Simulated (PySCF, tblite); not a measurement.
# C4H9GeO2 radical: geometry, infrared bands and EPR parameters

Aim: predict the infrared bands and EPR parameters of C4H9GeO2 radical (`C=C([O][GeH3])[C@H](C)[O]`).

Computed with tblite 0.8.0 and PySCF 2.14.0, with density-fitted response routines of our own, on a single molecule in the gas phase. Atoms are numbered from 0 throughout.

## 1. The starting structure

16 atoms, charge 0, multiplicity 2; geometry from: force field or distance geometry start.

Bonds of the start (Å): C0–C1 1.35, C1–O2 1.38, O2–Ge3 1.79, C1–C4 1.49, C4–C5 1.51, C4–O6 1.37, C0–H7 1.06, C0–H8 1.10, Ge3–H9 1.54, Ge3–H10 1.54, Ge3–H11 1.55, C4–H12 1.11, C5–H13 1.12, C5–H14 1.11, C5–H15 1.10.

## 2. Relaxing the molecule with GFN2-xTB

Job settings and geometry (Å):

```
{"job": {"kind": "relax", "xc": "GFN2-xTB", "basis": "xTB"}, "charge": 0, "multiplicity": 2}
C     -0.065800    -1.738400     0.765600
C     -0.217800    -0.784100    -0.170100
O      0.921200    -0.386100    -0.849600
Ge     2.371600     0.368900    -0.130100
C     -1.550400    -0.177400    -0.442300
C     -1.412200     1.302900    -0.171100
O     -2.567100    -0.762700     0.261200
H      0.851900    -2.201300     1.019300
H     -0.963100    -2.053100     1.309400
H      2.234500     1.902200    -0.129800
H      2.673800    -0.069800     1.309600
H      3.575400    -0.017400    -1.029500
H     -1.786900    -0.320200    -1.513400
H     -1.485500     1.411900     0.937100
H     -0.402500     1.643100    -0.486100
H     -2.184600     1.890400    -0.691400
```

Started as:

```
$ OMP_NUM_THREADS=1 python probes_run.py task.json out
```

One launch serves the whole session: the jobs run in the order shown.

**Question.** This job is followed by: GFN2-xTB harmonic vibrations, gas phase; UKS B3LYP, def2-TZVP-core on Ge, pcH-1 on C H O, non-relativistic, mean-field spin-orbit, GIAO. Predict these results of the whole session: strongest single infrared mode (GFN2-xTB); zero-point energy (GFN2-xTB); g(iso) (B3LYP); ⟨S²⟩; largest a(iso) (averaged by class); potential on the surface of density 0.002 e/bohr³, 1st and 99th percentile.

As calculated:

| quantity | value |
| --- | --- |
| strongest single infrared mode (GFN2-xTB) | 2022 cm⁻¹, 480 km/mol |
| zero-point energy (GFN2-xTB) | 69.6 kcal/mol |
| g(iso) (B3LYP) | 2.01829 |
| ⟨S²⟩ | 0.754 (exact 0.75) |
| largest a(iso) (averaged by class) | 1H on H12, 363.3 MHz |
| potential on the surface of density 0.002 e/bohr³, 1st and 99th percentile | -1.36 V and 1.61 V |

Over 211 steps the energy fell by 0.517 eV; of the close pairs, Ge3–H11 changed most, 1.552 to 1.488 Å. No mode is imaginary among the 42: a minimum at this level. The strongest single mode, at 2022 cm⁻¹, moves mainly H10 and H9. Unscaled tight-binding wavenumbers are off by several per cent, some by more. Its intensities can rank the bands wrongly. O6 carries the largest spin population, 0.83 e. The isotropic g lies 16.0 ppt above the free-electron value. The hyperfine terms hold no scalar relativity, which the heavier nuclei need. The conformer search (at its own cheap level) found a structure 17.3 kcal/mol lower, too far down for a turn about a bond: it may have other bonds, so these spectra needn't be the molecule's.
